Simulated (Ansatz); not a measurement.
**Te2Pb: how the settings move a single-point run**

Aim: see which settings change the result for Te2Pb, by how much, and at what cost. The cell is built on a prototype (fluorite) and needn't be the phase found in nature.

Method: reference: DFT, PBE, plane waves, PAW, in Ansatz 0.2.0.

4 further runs of the same task are left out: 1 for a known fault of the program, 3 that didn't finish.

### 1 The system as given

Symmetry: Fm-3m, No. 225, cubic system. Conventional cell: a = 7.593 Å, b = 7.593 Å, c = 7.593 Å, α = 90.00°, β = 90.00°, γ = 90.00°. Pb (site symmetry m-3m) has 8 Te at 3.29 Å as nearest neighbours. Te (site symmetry -43m) has 4 Pb at 3.29 Å as nearest neighbours.

Structure file:

```cif
data_structure
_symmetry_space_group_name_H-M 'Fm-3m'
_symmetry_Int_Tables_number 225
_cell_length_a 7.5932
_cell_length_b 7.5932
_cell_length_c 7.5932
_cell_angle_alpha 90.000
_cell_angle_beta 90.000
_cell_angle_gamma 90.000
_cell_volume 437.80
loop_
_atom_site_label
_atom_site_type_symbol
_atom_site_symmetry_multiplicity
_atom_site_Wyckoff_symbol
_atom_site_fract_x
_atom_site_fract_y
_atom_site_fract_z
_atom_site_occupancy
Pb1 Pb 4 a 0.00000 0.00000 0.00000 1
Te1 Te 8 c 0.25000 0.75000 0.75000 1
```

### 2 Baseline

Input file input.yaml:

```yaml
crystal:
  lattice:
    - [0.0, 3.7966139269, 3.7966139269]
    - [3.7966139269, 0.0, 3.7966139269]
    - [3.7966139269, 3.7966139269, 0.0]
  atoms:
    - { symbol: Pb, position: [0.0, 0.0, 0.0] }
    - { symbol: Te, position: [0.25, 0.25, 0.25] }
    - { symbol: Te, position: [0.75, 0.75, 0.75] }
kpoints:
  mp_grid: { grid: [4, 4, 4] }
hamiltonian:
  xc: pbe
scf:
  occupations: { method: fermi_dirac, width: 0.02 }
  n_extra_bands: 4
output:
  forces: true
  stress: true
  eigenvalues: true
```

Command:

```console
$ ansatz run input.yaml --threads 4 --pin off --max-ram 3686MiB --backend cpu --events-out ev --progress --plain --runs-dir out
```

### 3 Changed: symmetry.detect false

input.yaml, as its differences from that of step 2:

```diff
@@ -9,2 +9,3 @@
     - { symbol: Te, position: [0.75, 0.75, 0.75] }
+  symmetry: { detect: false }
 kpoints:
```

### 4 Changed: occupations.method cold, occupations.width 0.2

input.yaml, as its differences from that of step 2:

```diff
@@ -14,3 +14,3 @@
 scf:
-  occupations: { method: fermi_dirac, width: 0.02 }
+  occupations: { method: cold, width: 0.2 }
   n_extra_bands: 4
```

### 5 Changed: mp_grid.shift [0, 0, 0.5]

input.yaml, as its differences from that of step 2:

```diff
@@ -10,3 +10,3 @@
 kpoints:
-  mp_grid: { grid: [4, 4, 4] }
+  mp_grid: { grid: [4, 4, 4], shift: [0, 0, 0.5] }
 hamiltonian:
```

### 6 Variant: dr2_threshold 1.0e-12

input.yaml, as its differences from that of step 2:

```diff
@@ -16,2 +16,4 @@
   n_extra_bands: 4
+  convergence: { dr2_threshold: 1.0e-12 }
+  max_iter: 81
 output:
```

### 7 Variant: ecutrho_ratio 12

input.yaml, as its differences from that of step 2:

```diff
@@ -16,2 +16,3 @@
   n_extra_bands: 4
+  max_iter: 58
 output:
@@ -20 +21,3 @@
   eigenvalues: true
+basis:
+  ecutrho_ratio: 12
```

### 8 The same system, input altered

input.yaml, as its differences from that of step 2:

```diff
@@ -16,2 +16,4 @@
   n_extra_bands: 4
+  convergence: { dr2_threshold: 0.0001 }
+  max_iter: 71
 output:
```

(Steps that only read results are left out.)

**Question.** What will these runs give? Wanted: for each run, ending; energy change; pressure; gap; force.

As calculated:

```
                                              run     ending        energy change  pressure (GPa)  gap (eV)  force (eV/Å)  cycles   time
                                        reference  converged                    0             0.4      0.00          0.00       7  5.5 s
                         1: symmetry.detect false  converged         0.0 meV/atom             0.4      0.00          0.00       7   13 s
2: occupations.method cold, occupations.width 0.2  converged  -3.2 meV/atom (σ→0)             0.4      0.00          0.00       6  5.4 s
                     3: mp_grid.shift [0, 0, 0.5]  converged        -5.2 meV/atom             0.5      0.00          0.00       7  5.7 s
                         4: dr2_threshold 1.0e-12  converged         0.0 meV/atom             0.4      0.00          0.00      10    6 s
                              5: ecutrho_ratio 12  converged         0.0 meV/atom             0.4      0.00          0.00       7  7.5 s
                          6: dr2_threshold 0.0001  converged         0.0 meV/atom             0.4      0.00          0.00       6  5.5 s
```

Residual by cycle in the longest SCF loop of each run; runs are numbered as in the table. The quantity is the density residual dr2, in eV.

```
cycle  reference    run 1    run 2    run 3    run 4    run 5    run 6
    1    0.00485  0.00483  0.00526   0.0063  0.00485  0.00484  0.00485
    2     5.2e-4   5.2e-4   2.6e-4  0.00138   5.2e-4   5.4e-4   5.2e-4
    3     2.1e-4   2.1e-4   5.1e-5   6.8e-4   2.1e-4   2.3e-4   2.1e-4
    4     2.2e-5   2.2e-5   5.2e-6   1.7e-4   2.2e-5   2.3e-5   2.2e-5
    5     5.9e-7   6.0e-7   2.1e-7   3.1e-5   5.9e-7   5.3e-7   5.9e-7
    6     1.2e-7   1.3e-7   1.9e-9   7.8e-7   1.2e-7   1.1e-7   1.2e-7
    7     7.3e-9   2.0e-8        -   7.7e-8   7.1e-9   8.1e-9        -
    8          -        -        -        -  2.0e-10        -        -
    9          -        -        -        -  1.6e-12        -        -
   10          -        -        -        -  7.7e-14        -        -
```

What this shows: Semilocal functionals close small gaps, so the missing gap need not be the real solid's. Of the variants the dearest is «symmetry.detect false» (13 s), the cheapest «occupations.method cold, occupations.width 0.2» (5.4 s), on a shared host.
